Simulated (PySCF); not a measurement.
**C2H4BBr: electronic excitations at several levels of theory**

How much do the electronic excitations of C2H4BBr (`B/C=C\Br`) depend on the level of theory, and what does each level cost?

Computed with PySCF 2.14.0, with density-fitted response routines of our own, on a single molecule in the gas phase. Atoms are numbered from 0 throughout.

### Step 1. The starting structure

8 atoms, charge 0, multiplicity 1; geometry from: PBE0-D3(BJ)/def2-SVP.

Bonds of the start (Å): B0–C1 1.54, C1–C2 1.35, C2–Br3 1.87, B0–H4 1.21, B0–H5 1.21, C1–H6 1.10, C2–H7 1.09.

### Step 2. Excited states and response: B3LYP/def2-SVPD

What the job is given:

```
{"job": {"kind": "uv", "xc": "B3LYP", "basis": "def2-SVPD", "ip": true}, "charge": 0, "multiplicity": 1}
B     -1.333547     0.134974     0.052712
C      0.039512    -0.562815     0.111726
C      1.245593    -0.000433    -0.093298
Br     1.573990     1.793254    -0.511745
H     -2.335448    -0.489636     0.310544
H     -1.419537     1.299896    -0.249162
H      0.099018    -1.633389     0.346815
H      2.182559    -0.562645    -0.030894
```

Method: TDDFT B3LYP/def2-SVPD, vertical, gas phase, core orbitals frozen in the response.

Started as:

```bash
> OMP_NUM_THREADS=1 python probes_run.py task.json out
```

One launch serves the whole session: the jobs run in the order shown.

The log of the run:

```text
coarse grid: 32760 points
cycle   1  E = -2677.1968589824  dE = -8.489e-01  |g| = 3.553e-01  |ddm| = 4.163e+00
cycle   2  E = -2677.1275926209  dE =  6.927e-02  |g| = 6.054e-01  |ddm| = 1.213e+00
cycle   3  E = -2677.2282623181  dE = -1.007e-01  |g| = 9.066e-02  |ddm| = 8.648e-01
cycle   4  E = -2677.2302018171  dE = -1.939e-03  |g| = 3.275e-02  |ddm| = 1.717e-01
cycle   5  E = -2677.2304751096  dE = -2.733e-04  |g| = 9.597e-03  |ddm| = 6.549e-02
cycle   6  E = -2677.2305065604  dE = -3.145e-05  |g| = 1.939e-03  |ddm| = 1.787e-02
cycle   7  E = -2677.2305074358  dE = -8.755e-07  |g| = 4.105e-04  |ddm| = 3.766e-03
final grid: 68192 points
cycle   8  E = -2677.2304695758  dE =  1.672e-08  |g| = 5.155e-04  |ddm| = 4.397e-03
cycle   9  E = -2677.2304694241  dE =  1.517e-07  |g| = 8.934e-04  |ddm| = 1.960e-03
cycle  10  E = -2677.2304696337  dE = -2.096e-07  |g| = 1.493e-04  |ddm| = 1.334e-03
cycle  11  E = -2677.2304696384  dE = -4.688e-09  |g| = 3.576e-06  |ddm| = 1.775e-04
cycle  12  E = -2677.2304696384  dE = -2.001e-11  |g| = 1.403e-06  |ddm| = 7.864e-06
converged SCF energy = -2677.2304696384

Static polarisability (au): isotropic 64.379, principal 43.112 59.985 90.042

Singlet excitations
state   eV       nm        f      main configurations
  1   4.3804    283.0   0.00278   H-1->L 0.96
  2   4.5027    275.4   0.17596   H->L 0.94
  3   5.0814    244.0   0.00012   H-2->L 0.98
  4   5.5034    225.3   0.00211   H-3->L 0.99
  5   6.1086    203.0   0.00104   H->L+1 0.98
  6   6.6523    186.4   0.01103   H-1->L+1 0.93
  7   6.7302    184.2   0.09595   H-4->L 0.87
  8   6.9969    177.2   0.00038   H->L+2 0.99
  9   7.3158    169.5   0.00258   H-5->L 0.97
 10   7.6175    162.8   0.05463   H-1->L+2 0.95

Triplet excitations (Tamm-Dancoff, eV): 3.1007 4.1962 4.6934 5.0683
Vertical ionisation energy (delta-SCF) = 9.9527 eV
Vertical electron affinity (delta-SCF) = 0.6803 eV
```

Run time: 55 s. Hardware: 1 thread of Arm Neoverse V2, shared host; peak memory 0.66 GiB.

The orbitals next to the gap, with their largest atomic shares:

| orbital | eV | atoms |
| --- | --- | --- |
| HOMO−3 | -9.60 | B0 31 %, C1 24 %, H4 14 % |
| HOMO−2 | -9.14 | B0 36 %, H5 21 %, H4 16 % |
| HOMO−1 | -8.18 | Br3 76 %, C2 9 %, B0 5 % |
| HOMO | -7.62 | Br3 46 %, C1 25 %, C2 20 % |
| LUMO | -2.70 | B0 34 %, C2 26 %, C1 19 % |
| LUMO+1 | -0.34 | Br3 66 %, C2 22 % |
| LUMO+2 | 0.32 | Br3 28 %, B0 21 %, C2 16 % |

With each of the 10 states as a Gaussian band of 0.4 eV half-width at 1/e, the curve within the window shown has maxima at 276 nm (ε 7,200), 185 nm (ε 4,400), 164 nm (ε 2,300) L/(mol cm). Beyond the last state computed it falls off for lack of states. The curve at chosen wavelengths:

| nm | ε (L/mol/cm) |
| --- | --- |
| 157 | 1272 |
| 164 | 2306 |
| 171 | 1823 |
| 178 | 3091 |
| 184 | 4340 |
| 191 | 3243 |
| 198 | 1283 |
| 205 | 338 |
| 212 | 110 |
| 219 | 91 |
| 225 | 103 |
| 232 | 156 |
| 239 | 406 |
| 246 | 1144 |
| 253 | 2580 |
| 260 | 4514 |
| 266 | 6074 |
| 273 | 7128 |
| 280 | 7031 |
| 287 | 5974 |
| 294 | 4465 |
| 301 | 2991 |
| 307 | 1967 |
| 314 | 1119 |
| 321 | 593 |
| 328 | 296 |

Further results of this job:

| property | computed |
| --- | --- |
| dipole moment (D) | 1.46 |
| polarisability (Å³) | 9.54 |
| HOMO–LUMO gap (eV) | 4.92 |
| −ε(HOMO) (eV) | 7.62 |

### Step 3. Excited states and response: PBE0/def2-SVPD

Settings changed since step 2:

```diff
@@ -1,2 +1,2 @@
-{"job": {"kind": "uv", "xc": "B3LYP", "basis": "def2-SVPD", "ip": true}, "charge": 0, "multiplicity": 1}
+{"job": {"kind": "uv", "xc": "PBE0", "basis": "def2-SVPD", "ip": true}, "charge": 0, "multiplicity": 1}
 B     -1.333547     0.134974     0.052712
```

Method: TDDFT PBE0/def2-SVPD, vertical, gas phase, core orbitals frozen in the response.

The log of the run:

```text
coarse grid: 32760 points
cycle   1  E = -2676.7307893328  dE = -8.331e-01  |g| = 3.294e-01  |ddm| = 4.183e+00
cycle   2  E = -2676.6769403492  dE =  5.385e-02  |g| = 5.528e-01  |ddm| = 1.191e+00
cycle   3  E = -2676.7599945157  dE = -8.305e-02  |g| = 6.153e-02  |ddm| = 8.281e-01
cycle   4  E = -2676.7608477317  dE = -8.532e-04  |g| = 2.387e-02  |ddm| = 1.275e-01
cycle   5  E = -2676.7609838094  dE = -1.361e-04  |g| = 7.747e-03  |ddm| = 5.617e-02
cycle   6  E = -2676.7610040528  dE = -2.024e-05  |g| = 1.371e-03  |ddm| = 1.400e-02
cycle   7  E = -2676.7610045353  dE = -4.825e-07  |g| = 3.611e-04  |ddm| = 2.875e-03
final grid: 68192 points
cycle   8  E = -2676.7609793333  dE = -1.393e-09  |g| = 4.241e-04  |ddm| = 4.225e-03
cycle   9  E = -2676.7609792536  dE =  7.962e-08  |g| = 6.818e-04  |ddm| = 1.619e-03
cycle  10  E = -2676.7609793738  dE = -1.201e-07  |g| = 1.061e-04  |ddm| = 1.080e-03
cycle  11  E = -2676.7609793761  dE = -2.372e-09  |g| = 4.842e-06  |ddm| = 1.452e-04
cycle  12  E = -2676.7609793761  dE = -1.637e-11  |g| = 1.445e-06  |ddm| = 1.383e-05
converged SCF energy = -2676.7609793761

Static polarisability (au): isotropic 63.658, principal 42.809 59.282 88.883

Singlet excitations
state   eV       nm        f      main configurations
  1   4.5194    274.3   0.00640   H-1->L 0.92
  2   4.6144    268.7   0.18115   H->L 0.92
  3   5.1157    242.4   0.00023   H-2->L 0.96
  4   5.5476    223.5   0.00225   H-3->L 0.98
  5   6.2793    197.4   0.00080   H->L+1 0.97
  6   6.8151    181.9   0.01216   H-1->L+1 0.89
  7   6.8931    179.9   0.09346   H-4->L 0.86
  8   7.2701    170.5   0.00041   H->L+2 0.97
  9   7.4351    166.8   0.00303   H-5->L 0.95
 10   7.9060    156.8   0.04794   H-1->L+2 0.84, H->L+3 0.10

Triplet excitations (Tamm-Dancoff, eV): 3.0722 4.2503 4.6695 5.0737
Vertical ionisation energy (delta-SCF) = 9.9674 eV
Vertical electron affinity (delta-SCF) = 0.7319 eV
```

Wall time 42 s (1 thread of Arm Neoverse V2, shared host); peak memory 0.61 GiB.

In short: HOMO -7.86 eV, LUMO -2.52 eV; lowest singlet 4.52 eV.

### Step 4. Excited states and response: BHandHLYP/def2-SVPD

Settings changed since step 3:

```diff
@@ -1,2 +1,2 @@
-{"job": {"kind": "uv", "xc": "PBE0", "basis": "def2-SVPD", "ip": true}, "charge": 0, "multiplicity": 1}
+{"job": {"kind": "uv", "xc": "BHandHLYP", "basis": "def2-SVPD", "ip": true}, "charge": 0, "multiplicity": 1}
 B     -1.333547     0.134974     0.052712
```

Level: TDDFT BHandHLYP/def2-SVPD, vertical, gas phase, core orbitals frozen in the response.

The log of the run:

```text
coarse grid: 32760 points
cycle   1  E = -2677.0847154481  dE = -7.647e-01  |g| = 3.301e-01  |ddm| = 3.851e+00
cycle   2  E = -2677.0774122847  dE =  7.303e-03  |g| = 4.078e-01  |ddm| = 1.104e+00
cycle   3  E = -2677.1195506598  dE = -4.214e-02  |g| = 3.496e-02  |ddm| = 6.377e-01
cycle   4  E = -2677.1199898565  dE = -4.392e-04  |g| = 1.211e-02  |ddm| = 8.282e-02
cycle   5  E = -2677.1200280349  dE = -3.818e-05  |g| = 2.779e-03  |ddm| = 3.456e-02
cycle   6  E = -2677.1200305985  dE = -2.564e-06  |g| = 1.359e-03  |ddm| = 7.036e-03
final grid: 68192 points
cycle   7  E = -2677.1200064164  dE = -1.744e-07  |g| = 1.402e-03  |ddm| = 5.429e-03
cycle   8  E = -2677.1200062664  dE =  1.500e-07  |g| = 1.670e-03  |ddm| = 4.435e-03
cycle   9  E = -2677.1200070163  dE = -7.499e-07  |g| = 1.179e-04  |ddm| = 2.487e-03
cycle  10  E = -2677.1200070215  dE = -5.116e-09  |g| = 7.386e-05  |ddm| = 2.215e-04
cycle  11  E = -2677.1200070233  dE = -1.884e-09  |g| = 1.278e-05  |ddm| = 2.002e-04
cycle  12  E = -2677.1200070234  dE = -5.775e-11  |g| = 1.164e-06  |ddm| = 3.707e-05
converged SCF energy = -2677.1200070234

Static polarisability (au): isotropic 62.123, principal 42.177 57.695 86.498

Singlet excitations
state   eV       nm        f      main configurations
  1   5.0168    247.1   0.23260   H->L 0.97
  2   5.2222    237.4   0.00343   H-1->L 0.79, H-2->L 0.16
  3   5.7127    217.0   0.00033   H-2->L 0.72, H-3->L 0.13, H-1->L 0.11
  4   6.0503    204.9   0.00280   H-3->L 0.81, H-2->L 0.08
  5   6.4234    193.0   0.00083   H->L+1 0.80
  6   7.0139    176.8   0.00328   H-1->L+1 0.79
  7   7.3786    168.0   0.08045   H-4->L 0.82, H->L+2 0.09
  8   7.3895    167.8   0.01169   H->L+2 0.81, H-4->L 0.10
  9   7.9042    156.9   0.00160   H-5->L 0.84
 10   8.2494    150.3   0.07760   H-1->L+2 0.74, H-1->L+5 0.08

Triplet excitations (Tamm-Dancoff, eV): 3.1548 4.8460 5.2314 5.6962
Vertical ionisation energy (delta-SCF) = 9.8743 eV
Vertical electron affinity (delta-SCF) = 0.5135 eV
```

Run time: 38 s. Hardware: 1 thread of Arm Neoverse V2, shared host; peak memory 0.61 GiB.

In short: HOMO -8.74 eV, LUMO -1.46 eV; lowest singlet 5.02 eV.

### Step 5. TDDFT and polarisability: CAM-B3LYP/def2-SVPD

Settings changed since step 4:

```diff
@@ -1,2 +1,2 @@
-{"job": {"kind": "uv", "xc": "BHandHLYP", "basis": "def2-SVPD", "ip": true}, "charge": 0, "multiplicity": 1}
+{"job": {"kind": "uv", "xc": "CAM-B3LYP", "basis": "def2-SVPD", "ip": true}, "charge": 0, "multiplicity": 1}
 B     -1.333547     0.134974     0.052712
```

With the program's defaults for keys left out, this is: TDDFT CAM-B3LYP/def2-SVPD, vertical, gas phase, core orbitals frozen in the response.

The log of the run:

```text
coarse grid: 32760 points
cycle   1  E = -2677.2142137274  dE = -7.684e-01  |g| = 3.534e-01  |ddm| = 3.924e+00
cycle   2  E = -2677.1998602271  dE =  1.435e-02  |g| = 4.522e-01  |ddm| = 1.097e+00
cycle   3  E = -2677.2497743245  dE = -4.991e-02  |g| = 4.198e-02  |ddm| = 6.327e-01
cycle   4  E = -2677.2502376317  dE = -4.633e-04  |g| = 1.572e-02  |ddm| = 8.408e-02
cycle   5  E = -2677.2502938627  dE = -5.623e-05  |g| = 3.889e-03  |ddm| = 4.130e-02
cycle   6  E = -2677.2502986397  dE = -4.777e-06  |g| = 1.550e-03  |ddm| = 8.992e-03
final grid: 68192 points
cycle   7  E = -2677.2502670149  dE = -3.756e-07  |g| = 1.630e-03  |ddm| = 5.740e-03
cycle   8  E = -2677.2502668295  dE =  1.854e-07  |g| = 1.966e-03  |ddm| = 4.849e-03
cycle   9  E = -2677.2502677979  dE = -9.683e-07  |g| = 1.366e-04  |ddm| = 2.694e-03
cycle  10  E = -2677.2502678063  dE = -8.415e-09  |g| = 1.051e-04  |ddm| = 2.874e-04
cycle  11  E = -2677.2502678107  dE = -4.409e-09  |g| = 1.637e-05  |ddm| = 2.846e-04
cycle  12  E = -2677.2502678108  dE = -1.301e-10  |g| = 1.184e-06  |ddm| = 5.826e-05
converged SCF energy = -2677.2502678108

Static polarisability (au): isotropic 63.130, principal 42.771 58.807 87.813

Singlet excitations
state   eV       nm        f      main configurations
  1   4.8139    257.6   0.18780   H->L 0.88
  2   4.8852    253.8   0.02454   H-1->L 0.75, H-2->L 0.12, H->L 0.10
  3   5.3808    230.4   0.00028   H-2->L 0.79, H-1->L 0.11
  4   5.7041    217.4   0.00250   H-3->L 0.89
  5   6.2983    196.9   0.00082   H->L+1 0.82
  6   6.7848    182.7   0.00335   H-1->L+1 0.82
  7   7.1674    173.0   0.09256   H-4->L 0.91
  8   7.3110    169.6   0.00061   H->L+2 0.89
  9   7.6028    163.1   0.00259   H-5->L 0.88
 10   8.0078    154.8   0.08294   H-1->L+2 0.75, H-1->L+5 0.09

Triplet excitations (Tamm-Dancoff, eV): 3.1501 4.5402 4.9526 5.3472
Vertical ionisation energy (delta-SCF) = 10.0280 eV
Vertical electron affinity (delta-SCF) = 0.6859 eV
```

Wall time 45 s (1 thread of Arm Neoverse V2, shared host); peak memory 0.65 GiB.

This run: HOMO -9.08 eV, LUMO -1.40 eV; lowest singlet 4.81 eV.

### Step 6. Excited states and response: wB97X-D/def2-SVPD

Settings changed since step 5:

```diff
@@ -1,2 +1,2 @@
-{"job": {"kind": "uv", "xc": "CAM-B3LYP", "basis": "def2-SVPD", "ip": true}, "charge": 0, "multiplicity": 1}
+{"job": {"kind": "uv", "xc": "wB97X-D", "basis": "def2-SVPD", "ip": true}, "charge": 0, "multiplicity": 1}
 B     -1.333547     0.134974     0.052712
```

With the program's defaults for keys left out, this is: TDDFT wB97X-D/def2-SVPD, vertical, gas phase, core orbitals frozen in the response.

The log of the run:

```text
coarse grid: 32760 points
cycle   1  E = -2677.1787161727  dE = -7.548e-01  |g| = 3.526e-01  |ddm| = 3.851e+00
cycle   2  E = -2677.1762076294  dE =  2.509e-03  |g| = 4.098e-01  |ddm| = 1.175e+00
cycle   3  E = -2677.2169849325  dE = -4.078e-02  |g| = 3.300e-02  |ddm| = 6.282e-01
cycle   4  E = -2677.2174017201  dE = -4.168e-04  |g| = 1.354e-02  |ddm| = 8.764e-02
cycle   5  E = -2677.2174604877  dE = -5.877e-05  |g| = 2.585e-03  |ddm| = 4.166e-02
cycle   6  E = -2677.2174652720  dE = -4.784e-06  |g| = 1.262e-03  |ddm| = 1.058e-02
final grid: 68192 points
cycle   7  E = -2677.2173247184  dE = -1.607e-06  |g| = 1.367e-03  |ddm| = 9.670e-03
cycle   8  E = -2677.2173248665  dE = -1.481e-07  |g| = 1.268e-03  |ddm| = 3.677e-03
cycle   9  E = -2677.2173251281  dE = -2.615e-07  |g| = 1.332e-04  |ddm| = 1.866e-03
cycle  10  E = -2677.2173251417  dE = -1.367e-08  |g| = 1.177e-04  |ddm| = 3.635e-04
cycle  11  E = -2677.2173251484  dE = -6.679e-09  |g| = 2.011e-05  |ddm| = 3.526e-04
cycle  12  E = -2677.2173251488  dE = -3.520e-10  |g| = 9.164e-06  |ddm| = 7.399e-05
converged SCF energy = -2677.2173251488

Static polarisability (au): isotropic 63.196, principal 43.245 58.778 87.564

Singlet excitations
state   eV       nm        f      main configurations
  1   4.8694    254.6   0.19310   H->L 0.89
  2   4.9435    250.8   0.02262   H-1->L 0.76, H-2->L 0.12, H->L 0.09
  3   5.4292    228.4   0.00029   H-2->L 0.80, H-1->L 0.11
  4   5.7599    215.3   0.00263   H-3->L 0.90
  5   6.3819    194.3   0.00072   H->L+1 0.83
  6   6.8641    180.6   0.00342   H-1->L+1 0.83
  7   7.2202    171.7   0.09444   H-4->L 0.91
  8   7.5724    163.7   0.00062   H->L+2 0.83
  9   7.6586    161.9   0.00295   H-5->L 0.88
 10   8.2352    150.6   0.08865   H-1->L+2 0.67, H-1->L+5 0.10

Triplet excitations (Tamm-Dancoff, eV): 3.2631 4.6487 5.0631 5.4249
Vertical ionisation energy (delta-SCF) = 9.9849 eV
Vertical electron affinity (delta-SCF) = 0.6189 eV
```

Run time: 42 s. Hardware: 1 thread of Arm Neoverse V2, shared host; peak memory 0.61 GiB.

This run: HOMO -9.63 eV, LUMO -0.68 eV; lowest singlet 4.87 eV.

### Step 7. Ultraviolet spectrum: LC-wPBE/def2-SVPD

Settings changed since step 6:

```diff
@@ -1,2 +1,2 @@
-{"job": {"kind": "uv", "xc": "wB97X-D", "basis": "def2-SVPD", "ip": true}, "charge": 0, "multiplicity": 1}
+{"job": {"kind": "uv", "xc": "LC-wPBE", "basis": "def2-SVPD", "ip": true}, "charge": 0, "multiplicity": 1}
 B     -1.333547     0.134974     0.052712
```

Level: TDDFT LC-wPBE/def2-SVPD, vertical, gas phase, core orbitals frozen in the response.

The log of the run:

```text
coarse grid: 32760 points
cycle   1  E = -2676.7066777591  dE = -6.910e-01  |g| = 3.965e-01  |ddm| = 3.907e+00
cycle   2  E = -2676.7205533071  dE = -1.388e-02  |g| = 3.857e-01  |ddm| = 1.197e+00
cycle   3  E = -2676.7553501455  dE = -3.480e-02  |g| = 4.312e-02  |ddm| = 6.296e-01
cycle   4  E = -2676.7561116980  dE = -7.616e-04  |g| = 2.028e-02  |ddm| = 1.098e-01
cycle   5  E = -2676.7562426746  dE = -1.310e-04  |g| = 4.495e-03  |ddm| = 5.529e-02
cycle   6  E = -2676.7562594542  dE = -1.678e-05  |g| = 1.971e-03  |ddm| = 1.866e-02
cycle   7  E = -2676.7562628496  dE = -3.395e-06  |g| = 6.696e-04  |ddm| = 7.279e-03
final grid: 68192 points
cycle   8  E = -2676.7562095313  dE = -3.144e-07  |g| = 3.288e-04  |ddm| = 2.674e-03
cycle   9  E = -2676.7562096100  dE = -7.867e-08  |g| = 3.440e-04  |ddm| = 1.052e-03
cycle  10  E = -2676.7562096546  dE = -4.464e-08  |g| = 9.380e-05  |ddm| = 5.266e-04
cycle  11  E = -2676.7562096863  dE = -3.164e-08  |g| = 2.677e-05  |ddm| = 6.286e-04
cycle  12  E = -2676.7562096866  dE = -3.024e-10  |g| = 5.388e-06  |ddm| = 8.166e-05
converged SCF energy = -2676.7562096866

Static polarisability (au): isotropic 61.340, principal 42.076 57.037 84.908

Singlet excitations
state   eV       nm        f      main configurations
  1   5.1262    241.9   0.18660   H->L 0.77, H-2->L 0.11, H-1->L 0.10
  2   5.1959    238.6   0.05700   H-1->L 0.39, H-2->L 0.34, H->L 0.21
  3   5.6103    221.0   0.00130   H-3->L 0.48, H-2->L 0.29, H-1->L 0.16
  4   5.9578    208.1   0.00186   H-3->L 0.44, H-1->L 0.30, H-2->L 0.20
  5   6.5760    188.5   0.00031   H->L+1 0.52, H->L+5 0.20, H->L+2 0.11
  6   6.9938    177.3   0.00222   H-1->L+1 0.53, H-1->L+5 0.17, H-1->L+2 0.12
  7   7.6579    161.9   0.08578   H-4->L 0.88
  8   7.8215    158.5   0.00378   H-5->L 0.78
  9   7.9626    155.7   0.00099   H->L+2 0.65, H->L+1 0.11, H->L+3 0.08
 10   8.6000    144.2   0.10194   H-1->L+2 0.40, H-1->L+1 0.18, H-1->L+3 0.13

Triplet excitations (Tamm-Dancoff, eV): 3.1175 4.6228 4.9877 5.7410
Vertical ionisation energy (delta-SCF) = 10.1385 eV
Vertical electron affinity (delta-SCF) = 0.7945 eV
```

Run time: 60 s. Hardware: 1 thread of Arm Neoverse V2, shared host; peak memory 0.58 GiB.

Key values: HOMO -10.41 eV, LUMO -0.29 eV; lowest singlet 5.13 eV.

### Step 8. TDDFT and polarisability: PBE0/6-31G*

Settings changed since step 7:

```diff
@@ -1,2 +1,2 @@
-{"job": {"kind": "uv", "xc": "LC-wPBE", "basis": "def2-SVPD", "ip": true}, "charge": 0, "multiplicity": 1}
+{"job": {"kind": "uv", "xc": "PBE0", "basis": "6-31G*"}, "charge": 0, "multiplicity": 1}
 B     -1.333547     0.134974     0.052712
```

Level: TDDFT PBE0/6-31G*, vertical, gas phase, core orbitals frozen in the response.

The log of the run:

```text
coarse grid: 32760 points
cycle   1  E = -2676.7998663665  dE = -7.947e-01  |g| = 3.296e-01  |ddm| = 2.658e+00
cycle   2  E = -2676.7494958921  dE =  5.037e-02  |g| = 5.437e-01  |ddm| = 7.656e-01
cycle   3  E = -2676.8297608952  dE = -8.027e-02  |g| = 6.355e-02  |ddm| = 5.216e-01
cycle   4  E = -2676.8307897825  dE = -1.029e-03  |g| = 2.162e-02  |ddm| = 7.826e-02
cycle   5  E = -2676.8309047341  dE = -1.150e-04  |g| = 7.092e-03  |ddm| = 3.272e-02
cycle   6  E = -2676.8309215989  dE = -1.686e-05  |g| = 1.856e-03  |ddm| = 1.327e-02
cycle   7  E = -2676.8309222542  dE = -6.553e-07  |g| = 3.147e-04  |ddm| = 2.420e-03
final grid: 68192 points
cycle   8  E = -2676.8309048309  dE =  1.019e-08  |g| = 3.816e-04  |ddm| = 8.044e-04
cycle   9  E = -2676.8309047438  dE =  8.711e-08  |g| = 6.762e-04  |ddm| = 9.297e-04
cycle  10  E = -2676.8309048673  dE = -1.235e-07  |g| = 6.560e-05  |ddm| = 6.119e-04
cycle  11  E = -2676.8309048680  dE = -6.421e-10  |g| = 5.080e-06  |ddm| = 5.224e-05
converged SCF energy = -2676.8309048680

Static polarisability (au): isotropic 50.451, principal 24.512 48.980 77.860

Singlet excitations
state   eV       nm        f      main configurations
  1   4.7003    263.8   0.00669   H-1->L 0.92
  2   4.7963    258.5   0.19513   H->L 0.92
  3   5.2845    234.6   0.00026   H-2->L 0.95
  4   5.6749    218.5   0.00082   H-3->L 0.98
  5   6.4306    192.8   0.00031   H->L+1 0.99
  6   7.0192    176.6   0.05203   H-4->L 0.56, H-1->L+1 0.39
  7   7.0830    175.0   0.06780   H-1->L+1 0.58, H-4->L 0.37
  8   7.5978    163.2   0.00598   H-5->L 0.97
  9   8.3826    147.9   0.00396   H->L+2 0.59, H-2->L+1 0.34
 10   8.5615    144.8   0.00103   H-1->L+2 0.92

Triplet excitations (Tamm-Dancoff, eV): 3.1116 4.4322 4.8394 5.2083
```

Run time: 4.6 s. Hardware: 1 thread of Arm Neoverse V2, shared host; peak memory 0.43 GiB.

In short: HOMO -7.67 eV, LUMO -2.19 eV; lowest singlet 4.70 eV.

### Step 9. Ultraviolet spectrum: PBE0/def2-SVP

Settings changed since step 8:

```diff
@@ -1,2 +1,2 @@
-{"job": {"kind": "uv", "xc": "PBE0", "basis": "6-31G*"}, "charge": 0, "multiplicity": 1}
+{"job": {"kind": "uv", "xc": "PBE0", "basis": "def2-SVP"}, "charge": 0, "multiplicity": 1}
 B     -1.333547     0.134974     0.052712
```

Level: TDDFT PBE0/def2-SVP, vertical, gas phase, core orbitals frozen in the response.

The log of the run:

```text
coarse grid: 32760 points
cycle   1  E = -2676.7239946521  dE = -8.331e-01  |g| = 3.186e-01  |ddm| = 2.910e+00
cycle   2  E = -2676.6708959117  dE =  5.310e-02  |g| = 5.469e-01  |ddm| = 8.293e-01
cycle   3  E = -2676.7529642642  dE = -8.207e-02  |g| = 5.110e-02  |ddm| = 5.424e-01
cycle   4  E = -2676.7535678227  dE = -6.036e-04  |g| = 2.167e-02  |ddm| = 6.434e-02
cycle   5  E = -2676.7536834166  dE = -1.156e-04  |g| = 6.888e-03  |ddm| = 3.107e-02
cycle   6  E = -2676.7536992589  dE = -1.584e-05  |g| = 1.449e-03  |ddm| = 1.270e-02
cycle   7  E = -2676.7536996784  dE = -4.195e-07  |g| = 2.998e-04  |ddm| = 2.050e-03
final grid: 68192 points
cycle   8  E = -2676.7536744399  dE =  8.097e-09  |g| = 3.629e-04  |ddm| = 8.875e-04
cycle   9  E = -2676.7536743654  dE =  7.456e-08  |g| = 6.283e-04  |ddm| = 8.958e-04
cycle  10  E = -2676.7536744729  dE = -1.075e-07  |g| = 7.002e-05  |ddm| = 5.989e-04
cycle  11  E = -2676.7536744738  dE = -8.381e-10  |g| = 5.301e-06  |ddm| = 5.927e-05
converged SCF energy = -2676.7536744738

Static polarisability (au): isotropic 52.107, principal 27.468 50.175 78.680

Singlet excitations
state   eV       nm        f      main configurations
  1   4.5197    274.3   0.00267   H-1->L 0.95
  2   4.6658    265.7   0.18647   H->L 0.95
  3   5.1348    241.5   0.00025   H-2->L 0.96
  4   5.5649    222.8   0.00146   H-3->L 0.98
  5   6.6407    186.7   0.00048   H->L+1 0.99
  6   6.9352    178.8   0.11392   H-4->L 0.92
  7   7.2243    171.6   0.01266   H-1->L+1 0.97
  8   7.4556    166.3   0.00644   H-5->L 0.96
  9   8.2089    151.0   0.03621   H->L+2 0.83
 10   8.2611    150.1   0.00064   H-1->L+2 0.89

Triplet excitations (Tamm-Dancoff, eV): 3.0728 4.2601 4.6898 5.0843
```

Run time: 5.5 s. Hardware: 1 thread of Arm Neoverse V2, shared host; peak memory 0.45 GiB.

Key values: HOMO -7.75 eV, LUMO -2.40 eV; lowest singlet 4.52 eV.

[end of part 1 of 2]
